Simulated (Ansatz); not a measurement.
What does this script print? It uses the Python package of Ansatz (0.2.0).

The script reads `al.extxyz`:
```text
1
Lattice="0.0 2.024805 2.024805 2.024805 0.0 2.024805 2.024805 2.024805 0.0" Properties=species:S:1:pos:R:3 pbc="T T T"
Al    0.00000000    0.00000000    0.00000000
```

`defect.py`:
```python
"""A substitution in a supercell of Al, against the perfect cell."""

import warnings

import ansatz as az
import numpy as np


def main() -> None:
    warnings.simplefilter("ignore", az.DeckWarning)

    structure = az.Crystal.from_extxyz("al.extxyz")
    host = structure.supercell(3, 2, 2)
    defective = host.substitution("Mg", at=(0.0, 0.0, 0.0), replaces="Al")

    def settled(structure):
        return (
            structure.calculation()
            .functional(az.Functional.PBE)
            .pseudopotentials("paw")
            .basis(470)
            .kpoints(spacing=0.55)
            .occupations("fermi_dirac", width=150 * az.meV)
            .band_table()
        )


    perfect = settled(host).run(threads=1, backend="cpu").report
    base = settled(defective).forces()
    out = base.run(threads=1, backend="cpu")
    r = out.report

    n_host, n_defect = len(perfect["lattice"]["sites"]), len(r["lattice"]["sites"])
    print(f"perfect cell: {n_host} atoms, F = {perfect['free_energy_ev']:.4f} eV")
    print(f"defect cell:  {n_defect} atoms, F = {r['free_energy_ev']:.4f} eV")
    # chemical potentials are still to be added to this difference
    print(f"difference {r['free_energy_ev'] - perfect['free_energy_ev']:.4f} eV (no chemical potentials)")

    for label, run in (("perfect", perfect), ("defect", r)):
        levels, filled = np.array(run["eigenvalues_ev"][0]), np.array(run["occupations"][0])
        top = int(np.argmin(np.abs(levels - run["fermi_energy_ev"])))
        window = slice(max(top - 3, 0), top + 4)
        print(label, "levels near E_F at the first k-point:", ", ".join(f"{e - run['fermi_energy_ev']:.2f} ({f:.2f})" for e, f in zip(levels[window], filled[window])))

    for site in out.lattice.sites:
        print(f"{site.symbol:2s}", " ".join(f"{v:8.4f}" for v in site.position_ang))


if __name__ == "__main__":
    main()
```

```console
$ python defect.py
perfect cell: 12 atoms, F = -6450.4372 eV
defect cell:  12 atoms, F = -7836.6200 eV
difference -1386.1828 eV (no chemical potentials)
perfect levels near E_F at the first k-point: -2.38 (2.00), -2.38 (2.00), -1.66 (2.00), 0.44 (0.10), 0.44 (0.10), 0.98 (0.00), 0.98 (0.00)
defect levels near E_F at the first k-point: -2.10 (2.00), -2.08 (2.00), -1.27 (2.00), 0.62 (0.03), 0.65 (0.03), 1.07 (0.00), 1.09 (0.00)
Mg   0.0000   0.0000   0.0000
Al   2.0248   2.0248   0.0000
Al   2.0248   0.0000   2.0248
Al   4.0496   2.0248   2.0248
Al   0.0000   2.0248   2.0248
Al   2.0248   4.0496   2.0248
Al   2.0248   2.0248   4.0496
Al   4.0496   4.0496   4.0496
Al   0.0000   4.0496   4.0496
Al   2.0248   6.0744   4.0496
Al   2.0248   4.0496   6.0744
Al   4.0496   6.0744   6.0744
```

Absolute energies stand on the zero of these potentials, so only differences at equal settings mean something. A total without «per atom» is that of the whole cell that was run. The computed bands are complete only to about 3.5 eV above the Fermi level. The mesh is modest for a metal, so energies can be off by several to tens of meV an atom and pressures by half a GPa or more; differences at equal mesh fare better. A Fermi-Dirac width this large means warm electrons, whose thermal share enters the free energy. The atoms stand at ideal sites; relaxing them can change energy and levels by an eV or more. The difference holds no chemical potentials. Errors of mesh and smearing per atom add up over the supercell, so the energy can be off by tenths of an eV. Each cell's levels count from its own Fermi level and aren't aligned; one k-point can hide that the defect cell is metallic. Gaps and levels are Kohn-Sham values on a finite set of k-points. The supercell is small, so the defect meets its images and the energies aren't those of an isolated defect; a partly filled defect level may also lower its energy by spin or distortion. For a charged cell the difference holds no correction, alignment or term for the electrons' reservoir. It ran for 8.3 s on 1 thread of Arm Neoverse V2, with other jobs on the host, peak memory 0.51 GiB.
